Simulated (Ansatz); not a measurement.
# CH₃F₃Sn: a ladder of functionals and wavefunction methods

How much do the methods differ for CH₃F₃Sn? The plan is to run it at one geometry with functionals of several rungs and with coupled cluster. The yardstick is the atomisation energy at the CCSD(T) limit.

Computed with Ansatz 0.2.0, Gaussian basis. Level: functionals in def2-TZVPP, the program's frozen cores in correlated methods.

Levels to be run: LDA (SPW92), PBE-D4, revPBE-D4, BLYP-D4, r2SCAN-D4, B97M-V, PBE0-D4, B3LYP-D4, r2SCANh-D4, r2SCAN0-D4, HSE06-D4, BHLYP-D4, CAM-B3LYP-D4, LC-ωPBE, ωB97X-V, ωB97M-V, B2PLYP, PBE-QIDH; CCSD(T)/def2-SVP; CCSD(T)/def2-TZVPP; MP2/def2-QZVPP; extrapolation to the limit; RPA on PBE.

## 1. The relaxed structure

The geometry comes from an earlier relaxation with PBE0-D4 in a triple-zeta def2 set; it is a stationary point, not always the lowest conformer. Sn takes the def2 core potential; no spin-orbit term is included.

8 atoms, charge 0, spin multiplicity 1.

Atoms are counted from 1 here; the program's logs count them from 0.

Bond lengths: C1–Sn2 2.102 Å, C1–H6 1.088 Å, C1–H7 1.089 Å, C1–H8 1.088 Å, Sn2–F3 1.898 Å, Sn2–F4 1.898 Å, Sn2–F5 1.898 Å. Angles: Sn2–C1–H6 108.5°, Sn2–C1–H7 108.5°, Sn2–C1–H8 108.4°, H6–C1–H7 110.4°, H6–C1–H8 110.4°, H7–C1–H8 110.4°, C1–Sn2–F3 114.2°, C1–Sn2–F4 114.3°, C1–Sn2–F5 114.2°, F3–Sn2–F4 104.3°, F3–Sn2–F5 104.3°, F4–Sn2–F5 104.3°.

## 2. LDA

This LDA is Slater exchange with PW92 correlation.

in.yaml

```yaml
crystal:
  periodic: [false, false, false]
  atoms:
    - {symbol: C, position_ang: [-1.034332, -0.074613, 0.605297]}
    - {symbol: Sn, position_ang: [0.777018, 0.042149, -0.455588]}
    - {symbol: F, position_ang: [2.090209, -1.207033, 0.108124]}
    - {symbol: F, position_ang: [0.609756, -0.262371, -2.321597]}
    - {symbol: F, position_ang: [1.645017, 1.725511, -0.330236]}
    - {symbol: H, position_ang: [-1.455638, -1.067907, 0.461689]}
    - {symbol: H, position_ang: [-0.829402, 0.102402, 1.659577]}
    - {symbol: H, position_ang: [-1.710428, 0.684861, 0.216934]}
basis:
  gaussian: {orbitals: def2-TZVPP}
hamiltonian: {xc: lda}
output: {orbitals: {seedname: orbitals}}
```

After this run come: PBE-D4 (GGA); revPBE-D4 (GGA); BLYP-D4 (GGA); r2SCAN-D4 (meta-GGA); B97M-V (meta-GGA); PBE0-D4 (hybrid); B3LYP-D4 (hybrid); r2SCANh-D4 (hybrid); r2SCAN0-D4 (hybrid); HSE06-D4 (hybrid); BHLYP-D4 (hybrid); CAM-B3LYP-D4 (range-separated); LC-ωPBE-D4 (range-separated); ωB97X-V (range-separated); ωB97M-V (range-separated); B2PLYP (double hybrid); PBE-QIDH (double hybrid); CCSD(T) in def2-SVP; CCSD(T) in def2-TZVPP; MP2 in def2-QZVPP; RPA on PBE orbitals.

**Question.** What will the summary of the whole plan be? Wanted: atomisation energy, CCSD(T)/CBS; farthest beyond LDA; mean size of error, GGA; mean size of error, meta-GGA; mean size of error, hybrid; mean size of error, range-separated; mean size of error, double hybrid; gap, smallest and largest; T1 diagnostic.

The runs gave:

| quantity | value |
| --- | --- |
| atomisation energy, CCSD(T)/CBS | 2903.2 kJ/mol |
| functionals within 29.0 kJ/mol (1.0 %) | PBE-D4, B97M-V, CAM-B3LYP-D4, LC-ωPBE, ωB97X-V |
| farthest beyond LDA | BHLYP-D4 (-181.7 kJ/mol) |
| mean size of error, GGA | 42.3 kJ/mol |
| mean size of error, meta-GGA | 21.5 kJ/mol |
| mean size of error, hybrid | 93.7 kJ/mol |
| mean size of error, range-separated | 29.8 kJ/mol |
| mean size of error, double hybrid | 75.5 kJ/mol |
| gap, smallest and largest | 5.72 eV (LDA (SPW92)), 13.44 eV (LC-ωPBE) |
| T1 diagnostic | 0.0140 |
| triples share of the correlation energy | 3.0 % |

In words: LDA overbinds by 418.4 kJ/mol (14 %). PBE-D4 misses by +25.0 kJ/mol. Double hybrids carry the basis error of their MP2 part in triple zeta, and no dispersion term here, so their miss is partly the set-up's. Taken by rung, meta-GGA functionals do best (21.5 kJ/mol on average) and hybrid ones worst beyond LDA (93.7 kJ/mol). The gap between the best rungs is small, so their order is not settled. The mean of the hybrids holds BHLYP, with half exact exchange. The reference freezes the cores and leaves out spin-orbit coupling and excitations past (T), and its outer-core shells are covered unevenly, so misses under about 29.0 kJ/mol can't be ranked. All levels share the lack of spin-orbit coupling, which lowers the free heavy atoms and so the true binding. Hartree-Fock recovers 70 % of the binding; the rest is correlation. CCSD(T) in def2-SVP is off by -245.2 kJ/mol, worse than the median functional, from the basis alone. The gap grows from 5.7 to 13.4 eV across the functionals, mostly with the share of exact exchange. Correlated methods include outer-core shells of Sn, which these sets cover unevenly.
